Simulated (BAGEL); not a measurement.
# quartet SiHSeCl2: levels of theory compared

Wanted: a comparison of 3 runs (UHF/STO-3G, UHF/6-31G*, UHF/def2-SVP) of quartet SiHSeCl2. 

Program for the calculation: BAGEL 1.2.2.

## 1. The structure to begin with

SiHSeCl2: 5 atoms, total charge 0, spin state quartet. SMILES of the parent species: `Cl[Si](Cl)[SeH]`. The shape is that of a PBE0-D4/def2-TZVP optimisation. This is one conformer, not always the lowest. That shape belongs to the parent species and isn't relaxed for this state.

Bond lengths: Cl1–Si2 2.057 Å, Si2–Cl3 2.051 Å, Si2–Se4 2.274 Å, Se4–H5 1.470 Å. Angles: Cl1–Si2–Cl3 109.3°, Cl1–Si2–Se4 112.6°, Cl3–Si2–Se4 105.5°, Si2–Se4–H5 91.1°.

## 2. A single-point energy at UHF/STO-3G (density fitting with qzvpp-jkfit) (run 1)

Contents of input.json:

```json
{ "bagel": [

{
  "title": "molecule",
  "basis": "sto-3g",
  "df_basis": "qzvpp-jkfit",
  "angstrom": "true",
  "geometry": [
    { "atom": "Cl", "xyz": [    0.894500,    0.032400,    1.914100 ] },
    { "atom": "Si", "xyz": [   -0.006200,   -0.719500,    0.224600 ] },
    { "atom": "Cl", "xyz": [    1.355300,   -1.834300,   -0.829600 ] },
    { "atom": "Se", "xyz": [   -0.687500,    0.914800,   -1.202000 ] },
    { "atom": "H", "xyz": [   -1.506200,    1.533000,   -0.148600 ] }
  ]
},
{
  "title": "uhf",
  "nopen": 3
},
{
  "title": "print",
  "file": "orbitals.molden",
  "orbitals": "true"
}

]}
```

On the command line:

```
$ BAGEL_NUM_THREADS=1 BAGEL input.json > input.out
```

Log:

```text
* using 1 threads per process

  ===============================================================
  ===============================================================

  *** Geometry ***

  { "atom" : "Cl", "xyz" : [      1.690360,      0.061227,      3.617125 ] },
  { "atom" : "Si", "xyz" : [     -0.011716,     -1.359658,      0.424432 ] },
  { "atom" : "Cl", "xyz" : [      2.561146,     -3.466325,     -1.567717 ] },
  { "atom" : "Se", "xyz" : [     -1.299187,      1.728721,     -2.271451 ] },
  { "atom" : "H", "xyz" : [     -2.846305,      2.896950,     -0.280813 ] },

  Number of auxiliary basis functions:      668

  Since a DF basis is specified, we compute 2- and 3-index integrals:
    o Being stored without compression. Storage requirement is 0.011 GB

  Number of basis functions:       46
  Number of electrons      :       83

    * METHOD: MOLECULE                             0.36

  *** Open-shell HF ***

  === Nuclear Repulsion ===
   472.2183087653

      * DIIS with orbital gradients will be used.

  === UHF iteration (sto-3g) ===
      0      -3568.67165598          0.01206132           0.18
      1      -3568.74105793          0.00307384           0.16
      2      -3568.74938222          0.00122105           0.17
      3      -3568.75331787          0.00086498           0.16
      4      -3568.75673523          0.00041324           0.17
      5      -3568.75833984          0.00022106           0.18
      6      -3568.75882214          0.00010098           0.17
      7      -3568.75892864          0.00008860           0.17
      8      -3568.75900103          0.00004582           0.19
      9      -3568.75901966          0.00001736           0.16
     10      -3568.75902056          0.00000892           0.16
     11      -3568.75902131          0.00000365           0.16
     12      -3568.75902138          0.00000233           0.16
     13      -3568.75902142          0.00000140           0.16
     14      -3568.75902142          0.00000062           0.16
     15      -3568.75902143          0.00000031           0.15
     16      -3568.75902143          0.00000013           0.16
     17      -3568.75902143          0.00000006           0.16
     18      -3568.75902143          0.00000003           0.16
     19      -3568.75902143          0.00000001           0.15
     20      -3568.75902143          0.00000001           0.15
    * SCF iteration converged.

    * S^2 (UHF) is 3.7606

    * Permanent dipole moment:
           (    2.189378,    -0.928750,     0.758508) a.u.

    * METHOD: UHF                                  3.62

    * METHOD: PRINT                                0.01

  ===============================================================
```

Wall time 4.5 s (1 thread of AMD EPYC 7B13 (Zen 3), shared host); peak memory 0.11 GiB.

## 3. The energy at UHF/6-31G(d) (density fitting with qzvpp-jkfit, spherical functions) (run 2)

Contents of calc.json:

```json
{ "bagel" : [

{
  "title" : "molecule",
  "basis" : "6-31gs.json",
  "df_basis" : "qzvpp-jkfit",
  "angstrom" : "true",
  "geometry" : [
    { "atom" : "Cl", "xyz" : [       0.894500,       0.032400,       1.914100 ] },
    { "atom" : "Si", "xyz" : [      -0.006200,      -0.719500,       0.224600 ] },
    { "atom" : "Cl", "xyz" : [       1.355300,      -1.834300,      -0.829600 ] },
    { "atom" : "Se", "xyz" : [      -0.687500,       0.914800,      -1.202000 ] },
    { "atom" : "H", "xyz" : [      -1.506200,       1.533000,      -0.148600 ] }
  ]
},

{ "title" : "uhf", "nopen" : 3 },

{ "title" : "print", "file" : "orbitals.molden", "orbitals" : "true" }

]}
```

The basis set 6-31G* is read from a file made from the Basis Set Exchange's data (not shown).

On the command line:

```
$ BAGEL_NUM_THREADS=1 BAGEL calc.json > calc.out
```

Log:

```text
* using 1 threads per process

  ===============================================================
  ===============================================================

  *** Geometry ***

  { "atom" : "Cl", "xyz" : [      1.690360,      0.061227,      3.617125 ] },
  { "atom" : "Si", "xyz" : [     -0.011716,     -1.359658,      0.424432 ] },
  { "atom" : "Cl", "xyz" : [      2.561146,     -3.466325,     -1.567717 ] },
  { "atom" : "Se", "xyz" : [     -1.299187,      1.728721,     -2.271451 ] },
  { "atom" : "H", "xyz" : [     -2.846305,      2.896950,     -0.280813 ] },

  Number of auxiliary basis functions:      668

  Since a DF basis is specified, we compute 2- and 3-index integrals:
    o Being stored without compression. Storage requirement is 0.041 GB

  Number of basis functions:       88
  Number of electrons      :       83

    * METHOD: MOLECULE                             0.52

  *** Open-shell HF ***

  === Nuclear Repulsion ===
   472.2183087653

      * DIIS with orbital gradients will be used.

  === UHF iteration (6-31gs.json) ===
      0      -3607.77359484          0.01711688           0.40
      1      -3607.86384440          0.00947463           0.36
      2      -3607.88607054          0.00512893           0.35
      3      -3607.89234814          0.00086270           0.43
      4      -3607.89407729          0.00031076           0.33
      5      -3607.89435204          0.00019535           0.33
      6      -3607.89454806          0.00012926           0.33
      7      -3607.89465582          0.00010106           0.35
      8      -3607.89473239          0.00007761           0.36
      9      -3607.89480360          0.00006091           0.35
     10      -3607.89483527          0.00004792           0.34
     11      -3607.89486676          0.00003698           0.35
     12      -3607.89488747          0.00002809           0.33
     13      -3607.89489870          0.00002265           0.33
     14      -3607.89490817          0.00001664           0.35
     15      -3607.89491414          0.00001000           0.33
     16      -3607.89491541          0.00000614           0.33
     17      -3607.89491586          0.00000365           0.33
     18      -3607.89491593          0.00000280           0.34
     19      -3607.89491603          0.00000184           0.34
     20      -3607.89491608          0.00000113           0.33
     21      -3607.89491610          0.00000089           0.41
     22      -3607.89491612          0.00000053           0.34
     23      -3607.89491612          0.00000039           0.33
     24      -3607.89491613          0.00000025           0.33
     25      -3607.89491613          0.00000020           0.34
     26      -3607.89491613          0.00000013           0.33
     27      -3607.89491613          0.00000008           0.34
     28      -3607.89491613          0.00000007           0.33
     29      -3607.89491613          0.00000004           0.33
     30      -3607.89491613          0.00000003           0.33
     31      -3607.89491613          0.00000001           0.33
     32      -3607.89491613          0.00000001           0.33
    * SCF iteration converged.

    * S^2 (UHF) is 3.7728

    * Permanent dipole moment:
           (    0.671803,    -0.099275,     0.143689) a.u.

    * METHOD: UHF                                 11.76

    * METHOD: PRINT                                0.03

  ===============================================================
```

Run time: 13 s. Hardware: 1 thread of AMD EPYC 7B13 (Zen 3), shared host; peak memory 0.2 GiB.

## 4. A single-point energy at UHF/def2-SVP (density fitting with qzvpp-jkfit) (run 3)

Contents of input.json:

```json
{ "bagel": [

{
  "title": "molecule",
  "basis": "svp",
  "df_basis": "qzvpp-jkfit",
  "angstrom": true,
  "geometry": [
    { "atom": "Cl", "xyz": [       0.894500,       0.032400,       1.914100 ] },
    { "atom": "Si", "xyz": [      -0.006200,      -0.719500,       0.224600 ] },
    { "atom": "Cl", "xyz": [       1.355300,      -1.834300,      -0.829600 ] },
    { "atom": "Se", "xyz": [      -0.687500,       0.914800,      -1.202000 ] },
    { "atom": "H", "xyz": [      -1.506200,       1.533000,      -0.148600 ] }
  ]
},

{ "title": "uhf", "nopen": 3 },

{ "title": "print", "file": "orbitals.molden", "orbitals": true }

]}
```

On the command line:

```
$ BAGEL_NUM_THREADS=1 BAGEL input.json > input.out
```

Log:

```text
* using 1 threads per process

  ===============================================================
  ===============================================================

  *** Geometry ***

  { "atom" : "Cl", "xyz" : [      1.690360,      0.061227,      3.617125 ] },
  { "atom" : "Si", "xyz" : [     -0.011716,     -1.359658,      0.424432 ] },
  { "atom" : "Cl", "xyz" : [      2.561146,     -3.466325,     -1.567717 ] },
  { "atom" : "Se", "xyz" : [     -1.299187,      1.728721,     -2.271451 ] },
  { "atom" : "H", "xyz" : [     -2.846305,      2.896950,     -0.280813 ] },

  Number of auxiliary basis functions:      668

  Since a DF basis is specified, we compute 2- and 3-index integrals:
    o Being stored without compression. Storage requirement is 0.044 GB

  Number of basis functions:       91
  Number of electrons      :       83

    * METHOD: MOLECULE                             0.44

  *** Open-shell HF ***

  === Nuclear Repulsion ===
   472.2183087653

      * DIIS with orbital gradients will be used.

  === UHF iteration (svp) ===
      0      -3607.48453652          0.01578607           0.40
      1      -3607.55792178          0.00838692           0.38
      2      -3607.57573921          0.00473823           0.36
      3      -3607.58121563          0.00074070           0.42
      4      -3607.58245314          0.00024007           0.35
      5      -3607.58261457          0.00014778           0.35
      6      -3607.58270715          0.00008835           0.35
      7      -3607.58275007          0.00006227           0.38
      8      -3607.58277540          0.00003809           0.35
      9      -3607.58278710          0.00002150           0.35
     10      -3607.58278939          0.00001344           0.35
     11      -3607.58279048          0.00000757           0.34
     12      -3607.58279085          0.00000422           0.35
     13      -3607.58279102          0.00000276           0.35
     14      -3607.58279109          0.00000214           0.34
     15      -3607.58279112          0.00000160           0.35
     16      -3607.58279115          0.00000111           0.37
     17      -3607.58279116          0.00000063           0.35
     18      -3607.58279116          0.00000041           0.35
     19      -3607.58279116          0.00000024           0.34
     20      -3607.58279116          0.00000014           0.34
     21      -3607.58279116          0.00000010           0.35
     22      -3607.58279116          0.00000006           0.35
     23      -3607.58279116          0.00000005           0.35
     24      -3607.58279116          0.00000003           0.35
     25      -3607.58279116          0.00000002           0.35
     26      -3607.58279116          0.00000001           0.35
    * SCF iteration converged.

    * S^2 (UHF) is 3.7737

    * Permanent dipole moment:
           (    0.140392,     0.325069,     0.271353) a.u.

    * METHOD: UHF                                  9.98

    * METHOD: PRINT                                0.03

  ===============================================================
```

It took 11 s on 1 thread of AMD EPYC 7B13 (Zen 3), shared host; peak memory 0.2 GiB.

## 5. The series

```csv
run,level,energy (Eh),dipole moment (D),⟨S²⟩,wall time
1,UHF/STO-3G (density fitting with qzvpp-jkfit),-3568.759021,6.34,3.761,4.5 s
2,"UHF/6-31G* (density fitting with qzvpp-jkfit, spherical functions)",-3607.894916,1.76,3.773,13 s
3,UHF/def2-SVP (density fitting with qzvpp-jkfit),-3607.582791,1.13,3.774,11 s
```

## 6. Outcome

| quantity | value |
| --- | --- |
| run 3: total energy | -3607.58279 Eh |
| run 3: dipole moment | 1.13 D |
| run 3: ⟨S²⟩ | 3.774 |

**Reading.** The dipole moment (its size) runs from 1.13 D (UHF/def2-SVP) to 6.34 D (UHF/STO-3G). So wide a spread suggests that the runs ended on unlike SCF solutions, not only an effect of the method. In run 1 the basis is minimal, so the values are rough. All runs together took 28 s, the longest 13 s.
